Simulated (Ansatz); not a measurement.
**C2H5AlN2 (SMILES C#[C][Al]([NH2])[NH2]) at 5 levels**

Aim: a comparison of 5 runs (HF/def2-SVP, CAM-B3LYP/def2-SVP, HSE06/def2-SVP, PBE-QIDH/def2-SVP, revPBE/def2-SVP) of C2H5AlN2. 

The results are computed with Ansatz 0.2.0.

62 further runs of the same task are left out: 1 that didn't finish, 61 set aside as unsound or not needed.

### 1 Starting point

C2H5AlN2: 10 atoms, total charge 0, spin state singlet. As SMILES, `C#[C][Al]([NH2])[NH2]`. The N4–H7 distance was set to 2.213 Å, away from the relaxed value. At this shape a bond of the SMILES string is far longer than usual.

Bond lengths: C1–C2 1.210 Å, C2–Al3 1.908 Å, Al3–N4 1.763 Å, Al3–N5 1.763 Å, C1–H6 1.067 Å, N4–H8 1.006 Å, N5–H9 1.006 Å, N5–H10 1.006 Å. Angles: C1–C2–Al3 180.0°, C2–Al3–N4 118.9°, C2–Al3–N5 118.9°, N4–Al3–N5 122.2°, C2–C1–H6 180.0°, Al3–N4–H8 123.3°, Al3–N5–H9 123.3°, Al3–N5–H10 126.4°, H9–N5–H10 110.4°.

### 2 A single-point energy at HF/def2-SVP (run 1)

Contents of run.yaml:

```yaml
crystal:
  periodic: [false, false, false]
  atoms:
    - symbol: C
      position_ang: [-3.303851, 1.880734, 1.255976]
    - symbol: C
      position_ang: [-2.281651, 1.353234, 0.880476]
    - symbol: Al
      position_ang: [-0.670051, 0.521634, 0.288476]
    - symbol: N
      position_ang: [-0.688151, -1.201466, -0.084324]
    - symbol: "N"
      position_ang: [0.786649, 1.502534, 0.132776]
    - symbol: H
      position_ang: [-4.204851, 2.345634, 1.586876]
    - symbol: H
      position_ang: [1.027400, -2.410800, -0.785900]
    - symbol: H
      position_ang: [-1.510551, -1.775566, -0.001024]
    - symbol: H
      position_ang: [0.814249, 2.486734, 0.341376]
    - symbol: H
      position_ang: [1.691949, 1.183034, -0.167624]
basis:
  gaussian: {orbitals: def2-SVP}
hamiltonian: {xc: hf}
accuracy: high
output: {orbitals: {seedname: orbitals}}
```

The run is started by

```sh
$ ansatz run run.yaml --threads 1 --pin off --max-ram 3480MiB --events-out events.jsonl --progress --plain --runs-dir runs
```

Output:

```text
Warning: RAYON_NUM_THREADS=1 ignored (pool sized by the plan → 1); use --threads N
Functional definition: HF
  name "HF"
  exchange = exact_x
  correlation = 0
2201 factors; integrals over basis functions are off by at most 2.4e-8 eV
mean field evaluation 1: about -11666.0629 eV, gradient 5.3e1 eV
mean field evaluation 2: about -11666.1735 eV, gradient 5.3e1 eV
mean field evaluation 4: about -11674.4640 eV, gradient 7.3e0 eV
mean field evaluation 8: about -11674.7273 eV, gradient 3.3e-1 eV
mean field evaluation 16: about -11674.7281 eV, gradient 1.5e-8 eV
mean field evaluation 32: about -11674.7259 eV, gradient 7.1e-1 eV
mean field -11674.72807952 eV, -429.0383435076 hartree, gradient 1.5e-8 eV, S^2 0.000000; 0 other end points of the search recorded, 0 dependent functions left out
reference -11674.72807952 eV, -429.0383435076 hartree; 22, 22 occupied and 77, 77 virtual orbitals, 2201 factors
Total energy: -11674.72807952 eV, -429.0383435076 hartree
```

Run time: 3.3 s. Hardware: 1 thread of Intel Xeon Platinum 8488C (Sapphire Rapids), shared host; peak memory 0.3 GiB.

### 3 A single-point energy at CAM-B3LYP/def2-SVP (run 2)

Contents of in.yaml:

```yaml
crystal:
  periodic: [false, false, false]
  atoms:
    - {symbol: C, position_ang: [-3.303851, 1.880734, 1.255976]}
    - {symbol: C, position_ang: [-2.281651, 1.353234, 0.880476]}
    - {symbol: Al, position_ang: [-0.670051, 0.521634, 0.288476]}
    - {symbol: N, position_ang: [-0.688151, -1.201466, -0.084324]}
    - {symbol: N, position_ang: [0.786649, 1.502534, 0.132776]}
    - {symbol: H, position_ang: [-4.204851, 2.345634, 1.586876]}
    - {symbol: H, position_ang: [1.027400, -2.410800, -0.785900]}
    - {symbol: H, position_ang: [-1.510551, -1.775566, -0.001024]}
    - {symbol: H, position_ang: [0.814249, 2.486734, 0.341376]}
    - {symbol: H, position_ang: [1.691949, 1.183034, -0.167624]}
basis:
  gaussian: {orbitals: def2-SVP}
hamiltonian: {xc: {name: CAM-B3LYP}}
accuracy: high
output: {orbitals: {seedname: orbitals}}
```

The run is started by

```sh
$ ansatz run in.yaml --threads 1 --pin off --max-ram 3480MiB --events-out events.jsonl --progress --plain --runs-dir runs
```

Output:

```text
Warning: RAYON_NUM_THREADS=1 ignored (pool sized by the plan → 1); use --threads N
Functional definition: CAM-B3LYP
  name "CAM-B3LYP"
  parameter alpha = 0.19
  parameter beta = 0.46
  parameter omega = 0.33/bohr
  parameter ac = 0.81
  exchange = (1 - alpha - beta)*b88_x + beta*b88_x_sr(omega) + alpha*exact_x + beta*exact_x_lr(omega)
  correlation = (1 - ac)*vwn5_c + ac*lyp_c
2201 factors; integrals over basis functions are off by at most 2.4e-8 eV
487 factors; integrals over basis functions are off by at most 1.9e-9 eV
mean field evaluation 1: about -11700.8774 eV, gradient 8.3e1 eV
mean field evaluation 2: about -11677.6488 eV, gradient 1.2e2 eV
mean field evaluation 4: about -11718.3014 eV, gradient 1.1e1 eV
mean field evaluation 8: about -11718.5593 eV, gradient 4.0e-1 eV
mean field evaluation 16: about -11718.7110 eV, gradient 1.6e-4 eV
mean field -11718.71102072 eV, -430.6546867838 hartree, gradient 2.7e-8 eV, S^2 0.000000; 0 other end points of the search recorded, 0 dependent functions left out
reference -11718.71104287 eV, -430.6546875979 hartree; 22, 22 occupied and 77, 77 virtual orbitals, 2201 factors
Total energy: -11718.71104287 eV, -430.6546875979 hartree
```

Run time: 8.1 s. Hardware: 1 thread of Intel Xeon Platinum 8488C (Sapphire Rapids), shared host; peak memory 0.41 GiB.

Runs 3 to 4 aren't shown in full; the table further down has their settings and results.

### 4 A single-point energy at revPBE/def2-SVP (run 5)

Contents of job.yaml:

```yaml
crystal:
  periodic: [false, false, false]
  atoms:
    - {symbol: C, position_ang: [-3.303851, 1.880734, 1.255976]}
    - {symbol: C, position_ang: [-2.281651, 1.353234, 0.880476]}
    - {symbol: Al, position_ang: [-0.670051, 0.521634, 0.288476]}
    - {symbol: N, position_ang: [-0.688151, -1.201466, -0.084324]}
    - {symbol: "N", position_ang: [0.786649, 1.502534, 0.132776]}
    - {symbol: H, position_ang: [-4.204851, 2.345634, 1.586876]}
    - {symbol: H, position_ang: [1.027400, -2.410800, -0.785900]}
    - {symbol: H, position_ang: [-1.510551, -1.775566, -0.001024]}
    - {symbol: H, position_ang: [0.814249, 2.486734, 0.341376]}
    - {symbol: H, position_ang: [1.691949, 1.183034, -0.167624]}
basis:
  gaussian: {orbitals: def2-SVP}
total_charge: 0
hamiltonian: {xc: {name: revPBE}}
accuracy: high
output: {orbitals: {seedname: orbitals}}
```

The run is started by

```sh
$ ansatz run job.yaml --threads 1 --pin off --max-ram 3480MiB --events-out events.jsonl --progress --plain --runs-dir runs
```

Output:

```text
Warning: RAYON_NUM_THREADS=1 ignored (pool sized by the plan → 1); use --threads N
Functional definition: revPBE
  name "revPBE"
  parameter kappa = 1.245
  parameter beta = 0.06672455060314922
  exchange = pbe_x(kappa = kappa, mu = beta*pi^2/3)
  correlation = pbe_c(beta = beta)
2201 factors; integrals over basis functions are off by at most 2.4e-8 eV
mean field evaluation 1: about -11689.9834 eV, gradient 1.0e2 eV
mean field evaluation 2: about -11581.6550 eV, gradient 1.8e2 eV
mean field evaluation 4: about -11712.8870 eV, gradient 3.1e1 eV
mean field evaluation 8: about -11718.7486 eV, gradient 4.7e0 eV
mean field evaluation 16: about -11718.8020 eV, gradient 9.1e-3 eV
mean field evaluation 32: about -11717.4911 eV, gradient 1.1e1 eV
mean field -11718.80200339 eV, -430.6580303352 hartree, gradient 1.3e-8 eV, S^2 0.000000; 4 other end points of the search recorded, 0 dependent functions left out
reference -11718.80200827 eV, -430.6580305146 hartree; 22, 22 occupied and 77, 77 virtual orbitals, 2201 factors
Total energy: -11718.80200827 eV, -430.6580305146 hartree
```

It took 7.8 s on 1 thread of Intel Xeon Platinum 8488C (Sapphire Rapids), shared host; peak memory 0.28 GiB.

### 5 The series

| run | level | frozen core orbitals | energy (Eh) | HOMO energy (eV) | LUMO energy (eV) | HOMO–LUMO gap (eV) | wall time |
| --- | --- | --- | --- | --- | --- | --- | --- |
| 1 | HF/def2-SVP | – | -429.038344 | -10.15 | -0.54 | 9.61 | 3.3 s |
| 2 | CAM-B3LYP/def2-SVP | – | -430.654688 | -8.13 | -3.00 | 5.12 | 8.1 s |
| 3 | HSE06/def2-SVP | – | -430.392551 | -6.29 | -4.52 | 1.77 | 8.7 s |
| 4 | PBE-QIDH/def2-SVP | 9 | -430.233745 | -9.17 | -2.27 | 6.90 | 14 s |
| 5 | revPBE/def2-SVP | – | -430.658031 | -5.16 | -4.96 | 0.20 | 7.8 s |

### 6 Summary of results

| quantity | value |
| --- | --- |
| run 5: total energy | -430.65803 Eh |
| run 5: HOMO energy | -5.16 eV |
| run 5: LUMO energy | -4.96 eV |
| run 5: HOMO–LUMO gap | 0.20 eV |

**Reading.** The HOMO–LUMO gap runs from 0.20 eV (revPBE/def2-SVP) to 9.61 eV (HF/def2-SVP). Exact exchange widens orbital gaps. Totals of different functionals can't be ranked against each other. In run 4 the log says that unrestricted orbitals would lower the reference, so the values rest on an unstable closed-shell determinant (other closed-shell runs at this shape may share the fault). All runs together took 41 s, the longest 14 s.
